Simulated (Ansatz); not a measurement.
## Li₃Ag₃Sn₂, space group R3m: a scan of one input key, step by step

With the Python package of Ansatz (0.2.0).

Notebook, run cell by cell (the value of a cell's last expression is shown):

In [1]:
```python
import ansatz as az
```

In [2]:
```python
cell = (
    az.Lattice.from_parameters(4.71266436, 4.71266436, 22.96233231, alpha=90, beta=90, gamma=120)
    .space_group(160)
    .atom("Li", (2 / 3, 1 / 3, 0.08265433))
    .atom("Li", (0.0, 0.0, 0.250505))
    .atom("Li", (0.0, 0.0, 0.12509))
    .atom("Ag", (1 / 3, 2 / 3, 0.29147867))
    .atom("Ag", (0.0, 0.0, 0.00101))
    .atom("Ag", (1 / 3, 2 / 3, 0.16594667))
    .atom("Sn", (1 / 3, 2 / 3, 0.04258567))
    .atom("Sn", (2 / 3, 1 / 3, 0.20739633))
    .primitive()
)
```

In [3]:
```python
model = (
    cell.calculation()
    .functional(az.Functional.PBESOL)
    .basis(21 * az.Ha)
    .kpoints(mesh=(6, 6, 6))
    .occupations("fermi_dirac")
    .band_table()
)
typed = model.input()
rows = []
for value in [0.0001, 1e-06, 1e-08]:
    edited = typed.set(az.key.scf.convergence.dr2_threshold, value)
    rep = az.Session.from_dict(edited).plan().execute().report
    rows.append((value, rep["free_energy_ev"], rep["n_iterations"], len(rep["eigenvalues_ev"][0]) if "eigenvalues_ev" in rep else 0))
print("  threshold eV            F eV      iterations    bands listed")
for row in rows:
    print(f"{str(row[0]):>14s}  {row[1]:14.5f}  {row[2]:14d}  {row[3]:14d}")
```
```text
  threshold eV            F eV      iterations    bands listed
        0.0001    -35077.61628               6              57
         1e-06    -35077.61629               8              57
         1e-08    -35077.61629               9              57
```

What to keep in mind:
- Absolute energies stand on the zero of these potentials, so only differences at equal settings mean something. A total without «per atom» is that of the whole cell that was run.
- The mesh is modest for a metal, so energies can be off by several to tens of meV an atom and pressures by half a GPa or more; differences at equal mesh fare better.
- The structure comes from a database of computed cells and needn't be a stable or known phase.
- Hardware and time: 82 s on 1 thread of Arm Neoverse V2, on a shared host, peak memory 0.66 GiB.
